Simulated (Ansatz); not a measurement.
# HfBF: the cost of one run

Computed with Ansatz 0.2.0 (DFT PBE, scalar-relativistic, plane waves, PAW, unless a step's input says otherwise).

## 1. Starting point

The structure is tetragonal, space group P4/mmm (No. 123). The conventional cell has a = 2.913 Å, b = 2.913 Å, c = 4.091 Å, α = 90.00°, β = 90.00°, γ = 90.00°. Hf (site symmetry 4/mmm) has 2 B at 2.05 Å as nearest neighbours. B (site symmetry 4/mmm) has 2 Hf at 2.05 Å and 4 F at 2.06 Å as nearest neighbours. F (site symmetry 4/mmm) is surrounded by 4 B at 2.06 Å.

Structure file:

```xyz
3
Lattice="2.9125 0.0000 0.0000 0.0000 2.9125 0.0000 0.0000 0.0000 4.0912" Properties=species:S:1:pos:R:3 pbc="T T T"
Hf    1.4563    1.4563    2.0456
B     1.4563    1.4563    0.0000
F     0.0000    0.0000    0.0000
```

A structure generator made this guess: species swapped into a database cell of LiHPd (P4/mmm, No. 123), with Hf on the Li sites, B on the H sites and F on the Pd sites. Lengths come from tabulated atomic sizes and are only a guess.

## 2. A first look at the guess

File input.yaml:

```yaml
crystal:
  lattice:
    - [2.91250595, 0.0, 0.0]
    - [0.0, 2.91250595, 0.0]
    - [0.0, 0.0, 4.09119575]
  atoms:
    - { symbol: Hf, position: [0.5, 0.5, 0.5] }
    - { symbol: B, position: [0.5, 0.5, 0.0] }
    - { symbol: F, position: [0.0, 0.0, 0.0] }
basis:
  ecutwfc: 420
kpoints:
  mp_grid: { grid: [6, 6, 4] }
hamiltonian:
  xc: pbe
scf:
  occupations: { method: gaussian, width: 0.1 }
  lower_state_search: "off"
output:
  forces: true
  stress: true
  eigenvalues: true
```

The run is started by

```bash
$ ansatz run input.yaml --threads 1 --pin off --max-ram 2560MiB --backend cpu --events-out ev --progress --plain --runs-dir out
```

**Question.** How long does this run take on 1 thread of Arm Neoverse V1, shared host, and how much memory does it need?

About 1.8 s, with a peak of 0.3 GiB.
